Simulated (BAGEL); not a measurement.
# triplet C2H7BO at 4 levels

Wanted: a comparison of 4 runs (UHF/3-21G, ROHF/6-31G*, ROHF/def2-SVP, UHF/def2-SVP) of triplet C2H7BO. 

The calculation is run with BAGEL 1.2.2.

### 1 Starting point

C2H7BO: 11 atoms, total charge 0, spin state triplet. SMILES of the parent species: `CB(C)O`. The coordinates come from a GFN2-xTB relaxation. That shape belongs to the parent species and isn't relaxed for this state.

Bond lengths: B1–C2 1.589 Å, B1–C6 1.596 Å, B1–O10 1.339 Å, C2–H3 1.087 Å, C2–H4 1.086 Å, C2–H5 1.088 Å, C6–H7 1.089 Å, C6–H8 1.088 Å, C6–H9 1.087 Å, O10–H11 0.958 Å. Some angles: C2–B1–C6 120.4°, C2–B1–O10 117.3°, C6–B1–O10 122.3°, B1–C2–H3 111.8°, B1–C2–H4 112.2°, B1–C2–H5 110.4°, B1–C6–H7 113.3°, B1–C6–H8 110.4°, B1–C6–H9 111.6°, B1–O10–H11 116.9°.

### 2 The energy at UHF/3-21G (density fitting with qzvpp-jkfit) (run 1)

calc.json

```json
{ "bagel" : [

{
  "title" : "molecule",
  "basis" : "3-21g",
  "df_basis" : "qzvpp-jkfit",
  "angstrom" : true,
  "geometry" : [
    { "atom" : "B", "xyz" : [      -0.125440,      -0.387460,       0.039630 ] },
    { "atom" : "C", "xyz" : [       1.456280,      -0.334730,      -0.104150 ] },
    { "atom" : "H", "xyz" : [       1.765010,       0.288850,      -0.939650 ] },
    { "atom" : "H", "xyz" : [       1.888220,      -1.321710,      -0.239900 ] },
    { "atom" : "H", "xyz" : [       1.904240,       0.099080,       0.787380 ] },
    { "atom" : "C", "xyz" : [      -0.984830,       0.957000,       0.013150 ] },
    { "atom" : "H", "xyz" : [      -2.034220,       0.803290,       0.260980 ] },
    { "atom" : "H", "xyz" : [      -0.949490,       1.411380,      -0.975170 ] },
    { "atom" : "H", "xyz" : [      -0.588610,       1.698030,       0.702780 ] },
    { "atom" : "O", "xyz" : [      -0.688980,      -1.594020,       0.180280 ] },
    { "atom" : "H", "xyz" : [      -1.642190,      -1.619720,       0.274670 ] }
  ]
},

{
  "title" : "uhf",
  "nopen" : 2
},

{
  "title" : "print",
  "file" : "orbitals.molden",
  "orbitals" : true
}

]}
```

Command:

```console
$ BAGEL_NUM_THREADS=1 BAGEL calc.json > calc.out
```

The program printed:

```text
* using 1 threads per process

  ===============================================================
  ===============================================================

  *** Geometry ***

  { "atom" : "B", "xyz" : [     -0.237047,     -0.732193,      0.074890 ] },
  { "atom" : "C", "xyz" : [      2.751970,     -0.632548,     -0.196815 ] },
  { "atom" : "H", "xyz" : [      3.335386,      0.545847,     -1.775681 ] },
[... 7 lines of this table left out ...]
  { "atom" : "H", "xyz" : [     -3.103289,     -3.060827,      0.519051 ] },

  Number of auxiliary basis functions:      428

  Since a DF basis is specified, we compute 2- and 3-index integrals:
    o Being stored without compression. Storage requirement is 0.009 GB

  Number of basis functions:       50
  Number of electrons      :       32

    * METHOD: MOLECULE                             0.34

  *** Open-shell HF ***

  === Nuclear Repulsion ===
   113.4787862883

      * DIIS with orbital gradients will be used.

  === UHF iteration (3-21g) ===
      0       -178.03573002          0.05009506           0.11
      1       -178.13788524          0.02571144           0.11
      2       -178.15761087          0.01603201           0.10
[... 29 lines of this table left out ...]
     32       -178.16811268          0.00000001           0.18
    * SCF iteration converged.

    * S^2 (UHF) is 2.0109

    * Permanent dipole moment:
           (    0.316220,    -0.607883,     0.012293) a.u.

    * METHOD: UHF                                  4.59

    * METHOD: PRINT                                0.01

  ===============================================================
```

Wall time 5.4 s (1 thread of Intel Xeon at 2.50GHz (Skylake/Cascade Lake), shared host).

### 3 The energy at ROHF/6-31G(d) (density fitting with qzvpp-jkfit, spherical functions) (run 2)

input.json

```json
{ "bagel" : [

{
  "title" : "molecule",
  "basis" : "6-31gs.json",
  "df_basis" : "qzvpp-jkfit",
  "angstrom" : true,
  "geometry" : [
    { "atom" : "B", "xyz" : [      -0.125440,      -0.387460,       0.039630 ] },
    { "atom" : "C", "xyz" : [       1.456280,      -0.334730,      -0.104150 ] },
    { "atom" : "H", "xyz" : [       1.765010,       0.288850,      -0.939650 ] },
    { "atom" : "H", "xyz" : [       1.888220,      -1.321710,      -0.239900 ] },
    { "atom" : "H", "xyz" : [       1.904240,       0.099080,       0.787380 ] },
    { "atom" : "C", "xyz" : [      -0.984830,       0.957000,       0.013150 ] },
    { "atom" : "H", "xyz" : [      -2.034220,       0.803290,       0.260980 ] },
    { "atom" : "H", "xyz" : [      -0.949490,       1.411380,      -0.975170 ] },
    { "atom" : "H", "xyz" : [      -0.588610,       1.698030,       0.702780 ] },
    { "atom" : "O", "xyz" : [      -0.688980,      -1.594020,       0.180280 ] },
    { "atom" : "H", "xyz" : [      -1.642190,      -1.619720,       0.274670 ] }
  ]
},

{ "title" : "rohf", "charge" : 0, "nopen" : 2 },

{ "title" : "print", "file" : "orbitals.molden", "orbitals" : true }

]}
```

The basis set 6-31G* is read from a file made from the Basis Set Exchange's data (not shown).

Command:

```console
$ BAGEL_NUM_THREADS=1 BAGEL input.json > input.out
```

The program printed:

```text
* using 1 threads per process

  ===============================================================
  ===============================================================

  *** Geometry ***

  { "atom" : "B", "xyz" : [     -0.237047,     -0.732193,      0.074890 ] },
  { "atom" : "C", "xyz" : [      2.751970,     -0.632548,     -0.196815 ] },
  { "atom" : "H", "xyz" : [      3.335386,      0.545847,     -1.775681 ] },
[... 7 lines of this table left out ...]
  { "atom" : "H", "xyz" : [     -3.103289,     -3.060827,      0.519051 ] },

  Number of auxiliary basis functions:      428

  Since a DF basis is specified, we compute 2- and 3-index integrals:
    o Being stored without compression. Storage requirement is 0.017 GB

  Number of basis functions:       70
  Number of electrons      :       32

    * METHOD: MOLECULE                             0.55

  *** Open-shell HF ***

  === Nuclear Repulsion ===
   113.4787862883

      * DIIS with orbital gradients will be used.

  === ROHF iteration (6-31gs.json) ===
      0       -178.94250174          0.04544997           0.14
      1       -179.08795821          0.02526390           0.19
      2       -179.12317214          0.01593223           0.18
[... 22 lines of this table left out ...]
     25       -179.14538299          0.00000001           0.14
    * SCF iteration converged.

    * S^2 (ROHF) is 2.0000

    * Permanent dipole moment:
           (    0.311888,    -0.654791,     0.017816) a.u.

    * METHOD: ROHF                                 4.29

    * METHOD: PRINT                                0.01

  ===============================================================
```

It took 5.4 s on 1 thread of Intel Xeon at 2.50GHz (Skylake/Cascade Lake), shared host.

Run 3 isn't shown in full; the table further down has it.

### 4 The energy at UHF/def2-SVP (density fitting with qzvpp-jkfit) (run 4)

calc.json

```json
{ "bagel" : [

{
  "title" : "molecule",
  "basis" : "svp",
  "df_basis" : "qzvpp-jkfit",
  "angstrom" : "true",
  "geometry" : [
    { "atom" : "B", "xyz" : [   -0.125440,   -0.387460,    0.039630 ] },
    { "atom" : "C", "xyz" : [    1.456280,   -0.334730,   -0.104150 ] },
    { "atom" : "H", "xyz" : [    1.765010,    0.288850,   -0.939650 ] },
    { "atom" : "H", "xyz" : [    1.888220,   -1.321710,   -0.239900 ] },
    { "atom" : "H", "xyz" : [    1.904240,    0.099080,    0.787380 ] },
    { "atom" : "C", "xyz" : [   -0.984830,    0.957000,    0.013150 ] },
    { "atom" : "H", "xyz" : [   -2.034220,    0.803290,    0.260980 ] },
    { "atom" : "H", "xyz" : [   -0.949490,    1.411380,   -0.975170 ] },
    { "atom" : "H", "xyz" : [   -0.588610,    1.698030,    0.702780 ] },
    { "atom" : "O", "xyz" : [   -0.688980,   -1.594020,    0.180280 ] },
    { "atom" : "H", "xyz" : [   -1.642190,   -1.619720,    0.274670 ] }
  ]
},
{
  "title" : "uhf",
  "nopen" : 2
},
{
  "title" : "print",
  "file" : "orbitals.molden",
  "orbitals" : "true"
}

]}
```

Command:

```console
$ BAGEL_NUM_THREADS=1 BAGEL calc.json > calc.out
```

The program printed:

```text
* using 1 threads per process

  ===============================================================
  ===============================================================

  *** Geometry ***

  { "atom" : "B", "xyz" : [     -0.237047,     -0.732193,      0.074890 ] },
  { "atom" : "C", "xyz" : [      2.751970,     -0.632548,     -0.196815 ] },
  { "atom" : "H", "xyz" : [      3.335386,      0.545847,     -1.775681 ] },
[... 7 lines of this table left out ...]
  { "atom" : "H", "xyz" : [     -3.103289,     -3.060827,      0.519051 ] },

  Number of auxiliary basis functions:      428

  Since a DF basis is specified, we compute 2- and 3-index integrals:
    o Being stored without compression. Storage requirement is 0.028 GB

  Number of basis functions:       91
  Number of electrons      :       32

    * METHOD: MOLECULE                             0.64

  *** Open-shell HF ***

  === Nuclear Repulsion ===
   113.4787862883

      * DIIS with orbital gradients will be used.

  === UHF iteration (svp) ===
      0       -178.79915890          0.03695588           0.22
      1       -178.97070012          0.02067334           0.20
      2       -179.00918295          0.01221880           0.20
[... 28 lines of this table left out ...]
     31       -179.02997578          0.00000001           0.22
    * SCF iteration converged.

    * S^2 (UHF) is 2.0153

    * Permanent dipole moment:
           (   -0.026116,    -0.491866,     0.029950) a.u.

    * METHOD: UHF                                  7.26

    * METHOD: PRINT                                0.02

  ===============================================================
```

Run time: 8.7 s. Hardware: 1 thread of Intel Xeon at 2.50GHz (Skylake/Cascade Lake), shared host.

### 5 All runs side by side

| run | level | energy (Eh) | dipole moment (D) | ⟨S²⟩ | wall time |
| --- | --- | --- | --- | --- | --- |
| 1 | UHF/3-21G (density fitting with qzvpp-jkfit) | -178.168113 | 1.74 | 2.011 | 5.4 s |
| 2 | ROHF/6-31G* (density fitting with qzvpp-jkfit, spherical functions) | -179.145383 | 1.84 | 2.000 | 5.4 s |
| 3 | ROHF/def2-SVP (density fitting with qzvpp-jkfit) | -179.023240 | 2.08 | 2.000 | 14 s |
| 4 | UHF/def2-SVP (density fitting with qzvpp-jkfit) | -179.029976 | 1.25 | 2.015 | 8.7 s |

### 6 Summary of results

```
            quantity          value
 run 4: total energy  -179.02998 Eh
run 4: dipole moment         1.25 D
         run 4: ⟨S²⟩          2.015
```

**Reading.** The dipole moment (its size) runs from 1.25 D (UHF/def2-SVP) to 2.08 D (ROHF/def2-SVP). All runs together took 33 s, the longest 14 s.
